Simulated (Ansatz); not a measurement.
# C2H5F3Si: one species, many methods

One table from this session's results is given with a row withheld; the runs are named, their logs left out.

Computed with Ansatz 0.2.0, Gaussian basis. Level: functionals in def2-TZVPP, the program's frozen cores in correlated methods.

The runs, in order: LDA (SPW92), PBE-D4, revPBE-D4, BLYP-D4, r2SCAN-D4, B97M-V, PBE0-D4, B3LYP-D4, r2SCANh-D4, r2SCAN0-D4, HSE06-D4, BHLYP-D4, CAM-B3LYP-D4, LC-ωPBE, ωB97X-V, ωB97M-V, B2PLYP, PBE-QIDH; CCSD(T)/def2-SVP; CCSD(T)/def2-TZVPP; MP2/def2-QZVPP; extrapolation to the limit; RPA on PBE.

### The geometry

An earlier PBE0-D4 in a triple-zeta def2 set relaxation fixed the geometry.

SMILES `C[SiH2]C(F)(F)F`, 11 atoms, charge 0, spin multiplicity 1.

Atoms are counted from 1 here; the program's logs count them from 0.

Bond lengths: C1–Si2 1.859 Å, C1–H7 1.092 Å, C1–H8 1.092 Å, C1–H9 1.092 Å, Si2–C3 1.934 Å, Si2–H10 1.483 Å, Si2–H11 1.483 Å, C3–F4 1.349 Å, C3–F5 1.345 Å, C3–F6 1.349 Å. Angles: Si2–C1–H7 110.6°, Si2–C1–H8 110.6°, Si2–C1–H9 110.6°, H7–C1–H8 108.3°, H7–C1–H9 108.3°, H8–C1–H9 108.4°, C1–Si2–C3 108.3°, C1–Si2–H10 112.9°, C1–Si2–H11 112.9°, C3–Si2–H10 106.0°, C3–Si2–H11 106.0°, H10–Si2–H11 110.3°, Si2–C3–F4 111.8°, Si2–C3–F5 112.8°, Si2–C3–F6 111.8°, F4–C3–F5 106.8°, F4–C3–F6 106.5°, F5–C3–F6 106.7°.

Set-up of the first run:

Contents of in.yaml:

```yaml
crystal:
  periodic: [false, false, false]
  atoms:
    - {symbol: C, position_ang: [-0.349503, -1.159823, 1.051027]}
    - {symbol: Si, position_ang: [0.666749, -0.359064, -0.284474]}
    - {symbol: C, position_ang: [-0.163032, 1.324630, -0.749836]}
    - {symbol: F, position_ang: [-1.424984, 1.155787, -1.194779]}
    - {symbol: F, position_ang: [0.502619, 1.984658, -1.713676]}
    - {symbol: F, position_ang: [-0.238628, 2.156051, 0.309468]}
    - {symbol: H, position_ang: [0.087455, -2.116593, 1.345262]}
    - {symbol: H, position_ang: [-1.368048, -1.341872, 0.702084]}
    - {symbol: H, position_ang: [-0.396661, -0.519374, 1.934167]}
    - {symbol: H, position_ang: [2.043117, -0.026976, 0.157419]}
    - {symbol: H, position_ang: [0.706214, -1.154325, -1.535861]}
basis:
  gaussian: {orbitals: def2-TZVPP}
hamiltonian: {xc: lda}
output: {orbitals: {seedname: orbitals}}
```

Command:

```bash
$ ansatz run in.yaml --threads 4 --pin off --events-out ev --progress --plain --max-ram 10444MiB
```

Steps of the session up to this table: LDA; PBE-D4 (GGA); revPBE-D4 (GGA); BLYP-D4 (GGA); r2SCAN-D4 (meta-GGA); B97M-V (meta-GGA); B3LYP-D4 (hybrid); r2SCANh-D4 (hybrid); r2SCAN0-D4 (hybrid); HSE06-D4 (hybrid); BHLYP-D4 (hybrid); CAM-B3LYP-D4 (range-separated); LC-ωPBE (range-separated); ωB97X-V (range-separated); ωB97M-V (range-separated); B2PLYP (double hybrid); PBE-QIDH (double hybrid).

One table of the session follows, with a row left open; its other results are not shown here.

It belongs to the step «Orbital energies across the functionals». 

```
  functional  HOMO (eV)  LUMO (eV)  gap (eV)
 LDA (SPW92)      -7.90      -0.66      7.24
      PBE-D4      -7.73      -0.43      7.29
   revPBE-D4      -7.65      -0.33      7.32
     BLYP-D4      -7.68      -0.36      7.32
   r2SCAN-D4      -8.08       0.03      8.12
      B97M-V      -8.19      -0.30      7.89
     PBE0-D4      -9.29       0.37      9.66
    B3LYP-D4      -9.10       0.10      9.20
  r2SCANh-D4      -8.66       0.30      8.96
  r2SCAN0-D4      -9.53       0.68     10.21
    HSE06-D4      -8.89       0.00      8.88
    BHLYP-D4     -10.84       1.06     11.91
CAM-B3LYP-D4          ?          ?         ?
     LC-ωPBE     -12.05       2.46     14.51
     ωB97X-V     -11.72       2.28     14.01
     ωB97M-V     -11.59       1.89     13.49
```

Estimate the missing values for CAM-B3LYP-D4.

The run gave: HOMO (eV): -10.79; LUMO (eV): 1.23; gap (eV): 12.02. In the column «HOMO (eV)» it lies between BHLYP-D4 (-10.84) and r2SCAN0-D4 (-9.53).
